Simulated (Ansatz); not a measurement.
# F2HInSe: small, medium and large basis sets

One table from this session's results is given with a row withheld; the runs are named, their logs left out.

Method: one geometry, several basis sets; program: Ansatz 0.2.0, Gaussian basis.

The runs, in order: PBE0-D4/def2-SVP; ωB97M-V/def2-SVP; PBE0-D4/def2-QZVPP; ωB97M-V/def2-QZVPP; the functionals' def2-TZVPP values are taken from earlier runs.

### The relaxed structure

An earlier PBE0-D4 in a triple-zeta def2 set relaxation fixed the geometry. In takes the def2 core potential; no spin-orbit term is included.

5 atoms, charge 0, spin multiplicity 1.

Atoms are counted from 1 here; the program's logs count them from 0.

Bond lengths: F1–In2 1.934 Å, In2–F3 1.932 Å, In2–Se4 2.459 Å, Se4–H5 1.471 Å. Angles: F1–In2–F3 111.5°, F1–In2–Se4 123.9°, F3–In2–Se4 124.6°, In2–Se4–H5 89.9°.

The first run:

Input file in.yaml:

```yaml
crystal:
  periodic: [false, false, false]
  atoms:
    - {symbol: F, position_ang: [-0.410434, -1.135454, 1.702863]}
    - {symbol: In, position_ang: [0.451325, -0.435842, 0.118626]}
    - {symbol: F, position_ang: [2.122874, -1.338081, -0.234412]}
    - {symbol: Se, position_ang: [-0.475877, 1.375040, -1.263011]}
    - {symbol: H, position_ang: [-1.637987, 1.460637, -0.365467]}
basis:
  gaussian: {orbitals: def2-SVP}
hamiltonian: {xc: pbe0, dispersion: d4}
output: {orbitals: {seedname: orbitals}}
```

Started as:

```console
> ansatz run in.yaml --threads 2 --pin off --events-out ev --progress --plain --max-ram 32768MiB --backend cpu
```

Among the steps run: PBE0-D4 in def2-SVP; ωB97M-V in def2-SVP; PBE0-D4 in def2-QZVPP; ωB97M-V in def2-QZVPP.

One table of the session follows, with a row left open; its other results are not shown here.

It belongs to the step «Functionals by basis». 

| functional | basis | HOMO (eV) | LUMO (eV) |
| --- | --- | --- | --- |
| PBE0-D4 | def2-SVP | ? | ? |
| PBE0-D4 | def2-TZVPP | -8.16 | -2.68 |
| PBE0-D4 | def2-QZVPP | -8.17 | -2.71 |
| ωB97M-V | def2-SVP | -10.16 | -0.50 |
| ωB97M-V | def2-TZVPP | -10.30 | -0.76 |
| ωB97M-V | def2-QZVPP | -10.32 | -0.88 |

Estimate the missing values for PBE0-D4, def2-SVP.

As computed: HOMO (eV): -8.04; LUMO (eV): -2.50. In the column «HOMO (eV)» it is the highest.
